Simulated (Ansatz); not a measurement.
# Li3YIr3Pd: the cost of one run

Computed with Ansatz 0.2.0 (DFT PBE, scalar-relativistic, plane waves, PAW, unless a step names another level, unless a step's input says otherwise).

1 further run of the same task is left out (set aside as unsound or not needed).

### 1 The starting structure

The structure is trigonal, space group R-3m (No. 166). Conventional cell: a = 5.650 Å, b = 5.650 Å, c = 13.186 Å, α = 90.00°, β = 90.00°, γ = 120.00°. Around Li (site symmetry 2/m) lie 4 Ir at 2.74 Å and 2 Pd at 2.74 Å and 4 Li at 2.82 Å and 2 Y at 2.82 Å. Y (site symmetry -3m) is surrounded by 6 Ir at 2.74 Å and 6 Li at 2.82 Å. Around Pd (site symmetry -3m) lie 6 Li at 2.74 Å and 6 Ir at 2.82 Å. Ir (site symmetry 2/m) has 2 Y at 2.74 Å and 4 Li at 2.74 Å and 4 Ir at 2.82 Å and 2 Pd at 2.82 Å as nearest neighbours.

Structure file:

```cif
data_structure
_symmetry_space_group_name_H-M 'P 1'
_symmetry_Int_Tables_number 1
_cell_length_a 5.4736
_cell_length_b 5.4736
_cell_length_c 5.4736
_cell_angle_alpha 62.140
_cell_angle_beta 62.140
_cell_angle_gamma 62.140
_cell_volume 121.50
loop_
_atom_site_label
_atom_site_type_symbol
_atom_site_fract_x
_atom_site_fract_y
_atom_site_fract_z
_atom_site_occupancy
Li1 Li 0.00000 0.00000 0.50000 1
Li2 Li 0.50000 0.00000 0.00000 1
Li3 Li 0.00000 0.50000 0.00000 1
Y1 Y 0.50000 0.50000 0.50000 1
Pd1 Pd 0.00000 0.00000 0.00000 1
Ir1 Ir 0.50000 0.50000 0.00000 1
Ir2 Ir 0.00000 0.50000 0.50000 1
Ir3 Ir 0.50000 0.00000 0.50000 1
```

It came out lowest among 22 distinct ends of the trial cells. At a tolerance of 0.05 Å it has space group R-3m (No. 166).

### 2 Relaxing to 0.001 eV/Å, on the response runs' mesh and smearing

File input.yaml:

```yaml
crystal:
  lattice:
    - [2.8248360722, 1.6309198667, 4.3954771752]
    - [-2.8248360722, 1.6309198667, 4.3954771752]
    - [0.0, -3.2618397334, 4.3954771752]
  atoms:
    - { symbol: Li, position: [0.0, 0.0, 0.5] }
    - { symbol: Li, position: [0.5, 0.0, 0.0] }
    - { symbol: Li, position: [0.0, 0.5, 0.0] }
    - { symbol: "Y", position: [0.5, 0.5, 0.5] }
    - { symbol: Pd, position: [0.0, 0.0, 0.0] }
    - { symbol: Ir, position: [0.5, 0.5, 0.0] }
    - { symbol: Ir, position: [0.0, 0.5, 0.5] }
    - { symbol: Ir, position: [0.5, 0.0, 0.5] }
basis:
  ecutwfc: 420
kpoints:
  mp_grid: { grid: [6, 6, 6] }
hamiltonian:
  xc: pbe
scf:
  occupations: { method: gaussian, width: 0.1 }
output:
  forces: true
  stress: true
  eigenvalues: true
relax:
  adjacent_minimum: "off"
  f_tol: 0.001
  max_steps: 60
  cell: { stress_tol: 0.01 }
```

The run is started by

```
$ ansatz run input.yaml --threads 3 --pin off --max-ram 7680MiB --backend cpu --events-out ev --progress --plain --runs-dir out
```

Q: Estimate wall time and peak memory on 3 threads of Intel Xeon 6975P-C (Granite Rapids), shared host.

About 10 s, with a peak of 0.65 GiB.
